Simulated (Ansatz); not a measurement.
**CH6FNSn (SMILES [CH3][SnH]([NH2])[F]): PBE-QIDH/def2-SVP (core potential)**

What is the energy change on altering one bond length of CH6FNSn at PBE-QIDH/def2-SVP (core potential)? 

Program for the calculation: Ansatz 0.2.0.

112 further runs of the same task are left out: 112 set aside as unsound or not needed.

## Step 1: The structure to begin with

CH6FNSn: 10 atoms, total charge 0, spin state singlet. As SMILES, `[CH3][SnH]([NH2])[F]`. The shape is that of a PBE0-D4/def2-TZVP optimisation. This is one conformer, not always the lowest.

Bond lengths: C1–Sn2 2.121 Å, Sn2–N3 2.000 Å, Sn2–F4 1.931 Å, C1–H5 1.090 Å, C1–H6 1.090 Å, C1–H7 1.089 Å, Sn2–H8 1.704 Å, N3–H9 1.008 Å, N3–H10 1.008 Å. Some angles: C1–Sn2–N3 111.9°, C1–Sn2–F4 103.5°, N3–Sn2–F4 105.0°, C1–Sn2–H8 120.3°, N3–Sn2–H8 111.0°, F4–Sn2–H8 103.2°, Sn2–C1–H5 108.9°, Sn2–C1–H6 110.7°, Sn2–C1–H7 109.4°, Sn2–N3–H9 117.9°.

## Step 2: A single-point energy at PBE-QIDH/def2-SVP (core potential)

run.yaml reads:

```yaml
crystal:
  periodic: [false, false, false]
  atoms:
    - {symbol: C, position_ang: [-1.023300, 1.186900, 0.305600]}
    - {symbol: Sn, position_ang: [-0.012600, -0.424100, -0.632800]}
    - {symbol: N, position_ang: [1.522200, -1.085200, 0.465800]}
    - {symbol: F, position_ang: [-1.308600, -1.855400, -0.593400]}
    - {symbol: H, position_ang: [-1.191500, 0.935400, 1.352900]}
    - {symbol: H, position_ang: [-0.432400, 2.100700, 0.242800]}
    - {symbol: H, position_ang: [-1.985300, 1.342500, -0.181300]}
    - {symbol: H, position_ang: [0.413300, -0.329300, -2.280300]}
    - {symbol: H, position_ang: [1.719700, -0.610700, 1.333200]}
    - {symbol: H, position_ang: [2.381600, -1.312000, -0.009700]}
basis:
  gaussian: {orbitals: def2-SVP}
hamiltonian: {xc: {name: PBE-QIDH}}
correlation: {frozen_orbitals: {C: 1, F: 1, H: 0, "N": 1, Sn: 4}}
accuracy: high
output: {orbitals: {seedname: orbitals}}
```

Command:

```sh
$ ansatz run run.yaml --threads 1 --pin off --max-ram 3480MiB --events-out events.jsonl --progress --plain --runs-dir runs
```

Standard output:

```text
Warning: RAYON_NUM_THREADS=1 ignored (pool sized by the plan → 1); use --threads N
Functional definition: PBE-QIDH
  name "PBE-QIDH"
  parameter a = 3^(-1/3)
  parameter c = 1/3
  exchange = (1 - a)*pbe_x + a*exact_x
  correlation = (1 - c)*pbe_c + c*(mp2_os + mp2_ss)
2383 factors; integrals over basis functions are off by at most 8.1e-9 eV
mean field evaluation 1: about -11142.6520 eV, gradient 5.2e1 eV
mean field evaluation 2: about -11142.7412 eV, gradient 5.2e1 eV
mean field evaluation 4: about -11148.2037 eV, gradient 3.3e0 eV
mean field evaluation 8: about -11148.2429 eV, gradient 2.9e-1 eV
mean field evaluation 16: about -11148.2431 eV, gradient 7.2e-5 eV
mean field -11148.24307264 eV, -409.6903763691 hartree, gradient 3.3e-8 eV, S^2 0.000000; 0 other end points of the search recorded, 0 dependent functions left out
7 core orbitals not correlated: weight in the atoms' cores, before any rotation towards them, 1.000 or more for the frozen orbitals, at most 0.000 for the correlated occupied ones
reference -11148.24307388 eV, -409.6903764145 hartree; 18, 18 occupied and 73, 73 virtual orbitals, 2383 factors
second order -19.14168273 eV of doubles, -0.00000000 eV of singles
Total energy: -11154.62363479 eV, -409.9248577031 hartree
```

It took 15 s on 1 thread of Arm Neoverse V2, shared host; peak memory 0.37 GiB.

## Step 3: The distorted shape at the same level

input.yaml reads:

```yaml
crystal:
  periodic: [false, false, false]
  atoms:
    - symbol: C
      position_ang: [-1.364011, 1.111062, 1.623564]
    - symbol: Sn
      position_ang: [-0.353311, -0.499938, 0.685164]
    - symbol: N
      position_ang: [1.181489, -1.161038, 1.783764]
    - symbol: F
      position_ang: [-1.649311, -1.931238, 0.724564]
    - symbol: H
      position_ang: [-1.532211, 0.859562, 2.670864]
    - symbol: H
      position_ang: [-0.773111, 2.024862, 1.560764]
    - symbol: H
      position_ang: [-2.326011, 1.266662, 1.136664]
    - symbol: H
      position_ang: [0.413300, -0.329300, -2.280300]
    - symbol: H
      position_ang: [1.378989, -0.686538, 2.651164]
    - symbol: H
      position_ang: [2.040889, -1.387838, 1.308264]
basis:
  gaussian:
    orbitals: def2-SVP
total_charge: 0
hamiltonian:
  xc: {name: PBE-QIDH}
correlation:
  frozen_orbitals: {C: 1, F: 1, H: 0, "N": 1, Sn: 4}
accuracy: high
output:
  orbitals: {seedname: orbitals}
```

Command:

```sh
$ ansatz run input.yaml --threads 1 --pin off --max-ram 3480MiB --events-out events.jsonl --progress --plain --runs-dir runs
```

Standard output, shortened:

```text
Warning: RAYON_NUM_THREADS=1 ignored (pool sized by the plan → 1); use --threads N
[... 2 set-up lines as earlier in the session ...]
[...]
2343 factors; integrals over basis functions are off by at most 1.7e-8 eV
[...]
mean field -11144.60786383 eV, -409.5567849092 hartree, gradient 8.3e-8 eV, S^2 0.000000; 0 other end points of the search recorded, 0 dependent functions left out; unrestricted orbitals would lower it
7 core orbitals not correlated: weight in the atoms' cores, before any rotation towards them, 1.000 or more for the frozen orbitals, at most 0.000 for the correlated occupied ones
reference -11144.60786513 eV, -409.5567849570 hartree; 18, 18 occupied and 73, 73 virtual orbitals, 2343 factors
second order -19.82893768 eV of doubles, -0.00000000 eV of singles
Total energy: -11151.21751102 eV, -409.7996849634 hartree
```

Run time: 14 s. Hardware: 1 thread of Arm Neoverse V2, shared host; peak memory 0.37 GiB.

## Step 4: Results

At PBE-QIDH/def2-SVP (core potential), 7 core orbitals frozen:

| quantity | value |
| --- | --- |
| first shape: total energy | -409.92486 Eh |
| first shape: HOMO energy (SCF part's orbitals) | -9.63 eV |
| first shape: LUMO energy (SCF part's orbitals) | 2.14 eV |
| first shape: HOMO–LUMO gap (SCF part's orbitals) | 11.77 eV |
| distorted shape: total energy | -409.79968 Eh |
| distorted shape: HOMO energy (SCF part's orbitals) | -8.12 eV |
| distorted shape: LUMO energy (SCF part's orbitals) | -1.88 eV |
| distorted shape: HOMO–LUMO gap (SCF part's orbitals) | 6.24 eV |
| energy change with the Sn2–H8 bond stretched from 1.704 to 3.068 Å | 3.406 eV |

In words: With the Sn2–H8 bond stretched from 1.704 to 3.068 Å the energy rises by 3.41 eV (329 kJ/mol). The first shape isn't relaxed at this level, so the change isn't measured from a minimum. A restricted reference can't describe the breaking bond well at this length. The restricted solution (distorted shape) is unstable to spin breaking: an unrestricted one lies lower.
